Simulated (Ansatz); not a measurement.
# TiRuN2: the cost of one run

Program: Ansatz 0.2.0. Level of theory: DFT PBE, scalar-relativistic, plane waves, PAW, unless a step names another level. These are calculated values, not measurements.

11 further runs of the same task are left out: 1 that didn't finish, 10 set aside as unsound or not needed.

### 1 Plan

Pauling electronegativities: Ti 1.54, Ru 2.20, N 3.04 (spread 1.50). The formula balances with common oxidation states: Ru +4, Ti +2, N -3. Tabulated atomic sizes suggest about 12 Å³/atom. 26 candidates were drawn, by swapping species into database cells of other compounds, at random by space group and Wyckoff sites, or by hand, as the table says:

| name | made from | space group no. | Wyckoff sites | atoms (primitive cell) | V (Å³/atom) |
| --- | --- | --- | --- | --- | --- |
| c01 | database cell of Zn2AgAu | 123 | Ti 1c; Ru 1d; N 2g | 4 | 11.3 |
| c02 | built by hand: FeWN2-type (octahedral/prismatic layered nitride) | 194 | Ti 2a; Ru 2d; N 4f | 8 | 11.4 |
| c03 | database cell of CoCuO2 | 166 | Ti 3b; Ru 3a; N 6c | 4 | 11.7 |
| c04 | database cell of HoCuSe2 | 156 | Ti 1a; Ru 1b; N 1b, 1c | 4 | 11.7 |
| c05 | database cell of NiSn2Au | 164 | Ti 1a; Ru 1b; N 2d | 4 | 10.9 |
| c06 | built by hand: delafossite 3R | 166 | Ti 3b; Ru 3a; N 6c | 4 | 11.6 |
| c07 | database cell of CuPdO2 | 53 | Ti 2b; Ru 2d; N 4g | 8 | 12.2 |
| c08 | database cell of CsAlO2 | 227 | Ti 8a; Ru 8b; N 16d | 8 | 9.8 |
| c09 | database cell of LiBiO2 | 129 | Ti 2b; Ru 2c; N 2c, 2c | 8 | 11.0 |
| c10 | database cell of RbCuC2 | 123 | Ti 1d; Ru 1a; N 2g | 4 | 14.5 |
| c11 | database cell of LiSbS2 | 123 | Ti 1d; Ru 1a; N 1c, 1b | 4 | 11.0 |
| c12 | database cell of NdCoSb2 | 129 | Ti 2b; Ru 2c; N 2a, 2c | 8 | 11.6 |
| c13 | random | 123 | Ti 1a; Ru 1d; N 2h | 4 | 11.5 |
| c14 | built by hand: CuAu-ordered zincblende | 115 | Ti 1a; Ru 1c; N 2g | 4 | 11.5 |
| c15 | built by hand: alpha-NaFeO2 (layered ordered rocksalt) | 166 | Ti 3a; Ru 3b; N 6c | 4 | 11.4 |
| c16 | random | 123 | Ti 1a; Ru 1b; N 1d, 1c | 4 | 12.2 |
| c17 | random | 99 | Ti 1a; Ru 1a; N 2c | 4 | 11.6 |
| c18 | database cell of CuHgO2 | 12 | Ti 2a; Ru 2d; N 4i | 4 | 12.0 |
| c19 | built by hand: gamma-LiFeO2 (tetragonal ordered rocksalt) | 141 | Ti 4a; Ru 4b; N 8e | 8 | 11.1 |
| c20 | random | 194 | Ti 2b; Ru 2c; N 2d, 2a | 8 | 12.0 |
| c21 | built by hand: chalcopyrite | 122 | Ti 4a; Ru 4b; N 8d | 8 | 11.6 |
| c22 | random | 65 | Ti 2c; Ru 2b; N 4g | 4 | 12.6 |
| c23 | random | 123 | Ti 1b; Ru 1c; N 2g | 4 | 13.5 |
| c24 | database cell of Tm2SbTe | 166 | Ti 3a; Ru 3b; N 6c | 4 | 12.2 |
| c25 | database cell of MnNiSb2 | 164 | Ti 1b; Ru 1a; N 2d | 4 | 10.9 |
| c26 | database cell of MnTlRh2 | 123 | Ti 1b; Ru 1a; N 2h | 4 | 10.8 |

### 2 Screening run of c02

Contents of input.yaml:

```yaml
crystal:
  lattice:
    - [3.0, 0.0, 0.0]
    - [-1.5, 2.59807621, 0.0]
    - [0.0, 0.0, 11.7]
  atoms:
    - { symbol: Ti, position: [0.0, 0.0, 0.0], spin: 1.0 }
    - { symbol: Ti, position: [0.0, 0.0, 0.5], spin: 1.0 }
    - { symbol: Ru, position: [0.33333333, 0.66666667, 0.75], spin: 1.0 }
    - { symbol: Ru, position: [0.66666667, 0.33333333, 0.25], spin: 1.0 }
    - { symbol: "N", position: [0.33333333, 0.66666667, 0.118] }
    - { symbol: "N", position: [0.66666667, 0.33333333, 0.882] }
    - { symbol: "N", position: [0.66666667, 0.33333333, 0.618] }
    - { symbol: "N", position: [0.33333333, 0.66666667, 0.382] }
basis:
  ecutwfc: 420
kpoints:
  mp_grid: { grid: [5, 5, 1] }
hamiltonian:
  xc: pbe
scf:
  occupations: { method: gaussian, width: 0.15 }
  lower_state_search: "off"
output:
  forces: true
  stress: true
  eigenvalues: true
  populations: true
magnetization:
  spin_polarized: true
relax:
  adjacent_minimum: "off"
  f_tol: 0.08
  max_steps: 16
  cell: { stress_tol: 0.8 }
```

Command:

```bash
ansatz run input.yaml --threads 1 --pin off --max-ram 2560MiB --backend cpu --events-out ev --progress --plain --runs-dir out
```

What time and memory should one allow on 1 thread of Intel Xeon at 2.70GHz, shared host?

About 63 s, with a peak of 0.43 GiB.
